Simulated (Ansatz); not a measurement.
# H4O3STi: how energies converge with the basis set

An exercise on one series of results from a longer session: the logs are not shown, and one member is left open.

Computed with Ansatz 0.2.0, Gaussian basis. Level: one geometry, several basis sets.

The runs, in order: PBE0-D4/def2-SVP; ωB97M-V/def2-SVP; PBE0-D4/def2-QZVPP; ωB97M-V/def2-QZVPP; the functionals' def2-TZVPP values are taken from earlier runs.

## The geometry

All runs share one geometry, relaxed beforehand with PBE0-D4 in a triple-zeta def2 set.

SMILES `[OH][Ti]([OH])([OH])[SH]`, 9 atoms, charge 0, spin multiplicity 1.

Atoms are counted from 1 here; the program's logs count them from 0.

Bond lengths: O1–Ti2 1.793 Å, O1–H6 0.958 Å, Ti2–O3 1.788 Å, Ti2–O4 1.784 Å, Ti2–S5 2.312 Å, O3–H7 0.958 Å, O4–H8 0.957 Å, S5–H9 1.346 Å. Angles: Ti2–O1–H6 131.0°, O1–Ti2–O3 111.7°, O1–Ti2–O4 110.0°, O1–Ti2–S5 109.8°, O3–Ti2–O4 111.0°, O3–Ti2–S5 105.9°, O4–Ti2–S5 108.3°, Ti2–O3–H7 131.9°, Ti2–O4–H8 135.1°, Ti2–S5–H9 92.0°.

Set-up of the first run:

File in.yaml:

```yaml
crystal:
  periodic: [false, false, false]
  atoms:
    - {symbol: O, position_ang: [-0.203133, 1.308294, -1.266506]}
    - {symbol: Ti, position_ang: [0.243366, 0.048114, -0.072466]}
    - {symbol: O, position_ang: [2.010755, -0.217242, -0.019445]}
    - {symbol: O, position_ang: [-0.620655, -1.470172, -0.435471]}
    - {symbol: S, position_ang: [-0.357128, 0.735583, 2.051531]}
    - {symbol: H, position_ang: [-0.860828, 1.309663, -1.963298]}
    - {symbol: H, position_ang: [2.536010, -1.016881, 0.033194]}
    - {symbol: H, position_ang: [-1.181373, -2.067095, 0.060146]}
    - {symbol: H, position_ang: [-1.478614, 1.323434, 1.595215]}
basis:
  gaussian: {orbitals: def2-SVP}
hamiltonian: {xc: pbe0, dispersion: d4}
output: {orbitals: {seedname: orbitals}}
```

On the command line:

```
> ansatz run in.yaml --threads 4 --pin off --events-out ev --progress --plain --max-ram 10444MiB
```

Steps of the session up to this table: PBE0-D4 in def2-SVP; ωB97M-V in def2-SVP; PBE0-D4 in def2-QZVPP; ωB97M-V in def2-QZVPP.

One table of the session follows, with a row left open; its other results are not shown here.

It belongs to the step «Density functionals: the series». 

```
functional       basis  HOMO (eV)
   PBE0-D4    def2-SVP          ?
   PBE0-D4  def2-TZVPP      -7.31
   PBE0-D4  def2-QZVPP      -7.34
   ωB97M-V    def2-SVP      -9.18
   ωB97M-V  def2-TZVPP      -9.46
   ωB97M-V  def2-QZVPP      -9.50
```

**Question.** Estimate the row for PBE0-D4, def2-SVP.

As computed: HOMO (eV): -7.08. In the column «HOMO (eV)» it is the highest.
